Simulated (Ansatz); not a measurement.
# CH₆FNO₂Zr: a ladder of functionals and wavefunction methods

One table from this session's results is given with a row withheld; the runs are named, their logs left out.

The runs use Ansatz 0.2.0, Gaussian basis; functionals in def2-TZVPP, the program's frozen cores in correlated methods.

The runs, in order: PBE-D4, r2SCAN-D4, PBE0-D4, B3LYP-D4, ωB97X-V, ωB97M-V, B2PLYP; CCSD(T)/def2-TZVPP; MP2/def2-QZVPP; extrapolation to the limit.

## Structure used throughout

All runs share one geometry, relaxed beforehand with PBE0-D4 in a triple-zeta def2 set. Zr takes the def2 core potential; no spin-orbit term is included.

SMILES `C[O][Zr]([NH2])([OH])[F]`, 12 atoms, charge 0, spin multiplicity 1.

Atoms are counted from 1 here; the program's logs count them from 0.

Bond lengths: C1–O2 1.389 Å, C1–H7 1.095 Å, C1–H8 1.095 Å, C1–H9 1.095 Å, O2–Zr3 1.912 Å, Zr3–N4 2.038 Å, Zr3–O5 1.925 Å, Zr3–F6 1.930 Å, N4–H10 1.010 Å, N4–H11 1.011 Å, O5–H12 0.952 Å. Angles: O2–C1–H7 110.5°, O2–C1–H8 110.7°, O2–C1–H9 110.5°, H7–C1–H8 108.3°, H7–C1–H9 108.4°, H8–C1–H9 108.4°, C1–O2–Zr3 177.2°, O2–Zr3–N4 108.0°, O2–Zr3–O5 115.2°, O2–Zr3–F6 106.8°, N4–Zr3–O5 107.0°, N4–Zr3–F6 109.9°, O5–Zr3–F6 109.9°, Zr3–N4–H10 126.4°, Zr3–N4–H11 124.9°, H10–N4–H11 108.7°, Zr3–O5–H12 162.4°.

The first run:

The input, in.yaml:

```yaml
crystal:
  periodic: [false, false, false]
  atoms:
    - {symbol: C, position_ang: [1.209991, 1.990657, -0.375258]}
    - {symbol: O, position_ang: [0.394830, 0.922108, -0.025395]}
    - {symbol: Zr, position_ang: [-0.686405, -0.550487, 0.539101]}
    - {symbol: N, position_ang: [-1.184901, -1.633679, -1.113475]}
    - {symbol: O, position_ang: [0.158366, -1.762396, 1.773987]}
    - {symbol: F, position_ang: [-2.274809, 0.198442, 1.338929]}
    - {symbol: H, position_ang: [1.471888, 1.940582, -1.437507]}
    - {symbol: H, position_ang: [2.136912, 1.978384, 0.207855]}
    - {symbol: H, position_ang: [0.698079, 2.940808, -0.190060]}
    - {symbol: H, position_ang: [-1.392856, -1.265489, -2.031008]}
    - {symbol: H, position_ang: [-1.247212, -2.641708, -1.146766]}
    - {symbol: H, position_ang: [0.716126, -2.117222, 2.459606]}
basis:
  gaussian: {orbitals: def2-TZVPP}
hamiltonian: {xc: pbe, dispersion: d4}
output: {forces: true, orbitals: {seedname: orbitals}}
```

The run is started by

```console
ansatz run in.yaml --threads 2 --pin off --events-out ev --progress --plain --max-ram 22528MiB --backend cuda --devices 0, --max-vram 18GiB
```

Among the steps run: PBE-D4 (GGA); r2SCAN-D4 (meta-GGA); PBE0-D4 (hybrid); B3LYP-D4 (hybrid); ωB97X-V (range-separated); ωB97M-V (range-separated); B2PLYP (double hybrid).

One table of the session follows, with a row left open; its other results are not shown here.

It belongs to the step «Orbital energies across the functionals». 

| functional | HOMO (eV) | gap (eV) |
| --- | --- | --- |
| PBE-D4 | -5.78 | 4.90 |
| r2SCAN-D4 | ? | ? |
| PBE0-D4 | -7.20 | 7.01 |
| B3LYP-D4 | -6.96 | 6.47 |
| ωB97X-V | -9.66 | 10.93 |
| ωB97M-V | -9.57 | 10.28 |

Estimate the missing values for r2SCAN-D4.

As computed: HOMO (eV): -6.07; gap (eV): 5.51. In the column «HOMO (eV)» it lies between B3LYP-D4 (-6.96) and PBE-D4 (-5.78).
